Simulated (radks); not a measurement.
# Ta³⁺ in [Xe] 4f14 5d1 6p1: an all-electron calculation

What are the levels of the tantalum ion Ta3+, how large are its shells, and how does its energy divide?

Method: Dirac Kohn-Sham, PBE, spin-unpolarised, spherical densities, finite nucleus; open shells fill j = l - 1/2 first. Code: radks (a radial shooting solver on a logarithmic mesh, Libxc functionals) version 1.

## Step 1: The atom as given

| Property | Result |
| --- | --- |
| element | tantalum (Z = 73) |
| charge | +3 |
| electrons | 70 |
| configuration | [Xe] 4f14 5d1 6p1 |
| nuclear rms radius | 5.3507 fm |

## Step 2: The run

Input:

```text
Z 73
configuration [Xe] 4f14 5d1 6p1
relativity Dirac
functional pbe,pbe
spin unpolarised
j_filling energy
nucleus finite rms 5.3507 fm
c 137.035999084
```

Q: Predict the outcome of this run.

**Answer**, as computed:

```
                        quantity                   value
                    total energy     -15621.5701 hartree
exchange-correlation share of it                  2.02 %
                            −T/E                  1.1221
          highest occupied level       6p1/2, -22.765 eV
    most extended occupied level  6p1/2, <r> = 3.04 bohr
 radius at density 0.001 e/bohr³               4.07 bohr
    maxima of the radial density                       4
```

**Reading.** The radial density shows 4 maxima for 6 occupied principal shells; where shells overlap, one shows as a shoulder or not at all. Relativity lifts −T/E to 1.122. This is not the tabulated ground configuration, so its levels and sizes aren't those of the ground state, and no measured value stands beside it.
